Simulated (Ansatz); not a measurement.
# ReS2: the cost of one run

Program: Ansatz 0.2.0. Level of theory: DFT LDA+U (U = 4 eV, J = 0.5 eV on Re d), plane waves, PAW, no spin–orbit coupling unless a run says so. These are calculated values, not measurements.

### Step 1. Starting point

Symmetry: R-3m, No. 166, trigonal system. The conventional cell has a = 3.644 Å, b = 3.644 Å, c = 16.525 Å, α = 90.00°, β = 90.00°, γ = 120.00°. Re (site symmetry -3m) has 6 S at 2.50 Å in its first shell of neighbours. S (site symmetry 3m) has 3 Re at 2.50 Å in its first shell of neighbours.

Structure file:

```
CELL_PARAMETERS angstrom
1.82190 1.05187 5.50828
-1.82190 1.05187 5.50828
0.00000 -2.10375 5.50828
ATOMIC_POSITIONS crystal
Re 0.00000 0.00000 0.00000
S 0.25200 0.25200 0.25200
S 0.74800 0.74800 0.74800
```

An earlier series on this cell reached its lowest free state from «total moment held at first, then free, 1.50 μB per cell», perhaps among other starts.

### Step 2. Spin-orbit coupling, direction held

input.yaml

```yaml
crystal:
  lattice:
    - [1.82189676, 1.05187258, 5.50828006]
    - [-1.82189676, 1.05187258, 5.50828006]
    - [0.0, -2.10374517, 5.50828006]
  atoms:
    - { symbol: Re, position: [0.0, 0.0, 0.0], spin: 3.0, spin_axis: [0.0, 0.0, 1.0] }
    - { symbol: S, position: [0.252, 0.252, 0.252] }
    - { symbol: S, position: [0.748, 0.748, 0.748] }
basis:
  ecutwfc: 420
  ecutrho_ratio: 4
kpoints:
  mp_grid: { grid: [6, 6, 6] }
hamiltonian:
  xc: lda
  hubbard:
    sites:
      - { site: 0, l: d, u: 4.0, j: 0.5, starting_ns: [{ occupation_matrix: s0 }] }
    occupation_matrices:
      s0:
        spinor_matrix:
          - [[0.97, 0.0], [0.0, 0.0], [0.0, 0.0], [0.0, 0.0], [0.0, 0.0], [0.0, 0.0], [0.0, 0.0], [0.0, 0.0], [0.0, 0.0], [0.0, 0.0]]
          - [[0.0, 0.0], [0.34965, 0.0], [0.0, 0.0], [0.0, 0.0], [0.45221, 0.0], [0.0, 0.0], [0.0, 0.0], [0.0, 0.0], [0.0, 0.0], [0.0, 0.0]]
          - [[0.0, 0.0], [0.0, 0.0], [0.34965, 0.0], [0.45221, 0.0], [0.0, 0.0], [0.0, 0.0], [0.0, 0.0], [0.0, 0.0], [0.0, 0.0], [0.0, 0.0]]
          - [[0.0, 0.0], [0.0, 0.0], [0.45221, 0.0], [0.64035, 0.0], [0.0, 0.0], [0.0, 0.0], [0.0, 0.0], [0.0, 0.0], [0.0, 0.0], [0.0, 0.0]]
          - [[0.0, 0.0], [0.45221, 0.0], [0.0, 0.0], [0.0, 0.0], [0.64035, 0.0], [0.0, 0.0], [0.0, 0.0], [0.0, 0.0], [0.0, 0.0], [0.0, 0.0]]
          - [[0.0, 0.0], [0.0, 0.0], [0.0, 0.0], [0.0, 0.0], [0.0, 0.0], [0.02, 0.0], [0.0, 0.0], [0.0, 0.0], [0.0, 0.0], [0.0, 0.0]]
          - [[0.0, 0.0], [0.0, 0.0], [0.0, 0.0], [0.0, 0.0], [0.0, 0.0], [0.0, 0.0], [0.02, 0.0], [0.0, 0.0], [0.0, 0.0], [0.0, 0.0]]
          - [[0.0, 0.0], [0.0, 0.0], [0.0, 0.0], [0.0, 0.0], [0.0, 0.0], [0.0, 0.0], [0.0, 0.0], [0.02, 0.0], [0.0, 0.0], [0.0, 0.0]]
          - [[0.0, 0.0], [0.0, 0.0], [0.0, 0.0], [0.0, 0.0], [0.0, 0.0], [0.0, 0.0], [0.0, 0.0], [0.0, 0.0], [0.02, 0.0], [0.0, 0.0]]
          - [[0.0, 0.0], [0.0, 0.0], [0.0, 0.0], [0.0, 0.0], [0.0, 0.0], [0.0, 0.0], [0.0, 0.0], [0.0, 0.0], [0.0, 0.0], [0.02, 0.0]]
    ns_hold: { iters: 8 }
scf:
  occupations: { method: gaussian, width: 0.05 }
  lower_state_search: "off"
  max_iter: 150
output:
  forces: true
  stress: true
  eigenvalues: true
  populations: true
  hubbard: { sites: [{ site: 0, l: d }] }
magnetization:
  noncollinear: true
  spin_orbit: true
  spin_locking: { lock_directions: true }
```

The typed matrices put 0.97 on the chosen orbitals and 0.02 on the others, and are held for 8 cycles. The lock stays on to the end, so the result is a constrained state unless its moments die out. This run includes spin–orbit coupling.

Run with:

```console
$ ansatz run input.yaml --threads 2 --pin off --max-ram 3072MiB --backend cpu --events-out ev --progress --plain --runs-dir out
```

**Question.** How long does this run take on 2 threads of Arm Neoverse N1, shared host, and how much memory does it need?

About 86 s, with a peak of 0.62 GiB.
